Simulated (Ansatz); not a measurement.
**NaLaMnMoO6 in Ansatz: the effect of functional**

The system is NaLaMnMoO6.

```
Na La Mn Mo O
1.0
    -2.72294    2.72294    3.89889
     2.72294   -2.72294    3.89889
     2.72294    2.72294   -3.89889
Na La Mn Mo O
1 1 1 1 6
Direct
  0.25000 0.75000 0.50000
  0.75000 0.25000 0.50000
  0.50000 0.50000 0.00000
  0.00000 0.00000 0.00000
  0.20766 0.29607 0.50371
  0.29605 0.79234 0.08841
  0.79236 0.70395 0.49629
  0.70393 0.20764 0.91159
  0.25194 0.25194 0.00000
  0.74806 0.74806 0.00000
```

The cell was built by a generator and needn't be a form met in nature.

Alike in all runs:

* Program: Ansatz 0.2.0
* Task: band structure
* Potentials or basis: Ansatz PAW
* k mesh: 7 × 7 × 7
* Occupations: fermi-dirac, width 0.05 eV
* Spin: collinear spin, ferromagnetic start
* Starting moments: [0.0, 0.0, 4.0, 1.0, 0.0, 0.0, 0.0, 0.0, 0.0, 0.0] μB

Question: One run gave: pressure 3.9 GPa; moment 2.02 μB; largest force 0.12 eV/Å. Which functional did it use?
A. PBEsol
B. r2SCAN
C. revPBE

Answer: C.

```csv
functional,cutoff,pressure (GPa),moment (μB),largest force (eV/Å)
r2SCAN,500 eV (not typed: the program's choice for these potentials),-1.4,2.37,0.28
revPBE,420 eV (not typed: the program's choice for these potentials),3.9,2.02,0.12
PBEsol,420 eV (not typed: the program's choice for these potentials),-6.3,2.05,0.16
```

Caveats: a cell with one magnetic atom can't hold antiferromagnetic order, which such compounds often take; the PAW data sets come from PBE, with cores solved anew for the run's functional, which leaves a small shift of forces and pressure; the starting moments weren't kept; the magnetic or orbital state may not be the lowest (some runs).

Runs at the PBE level aren't shown here.
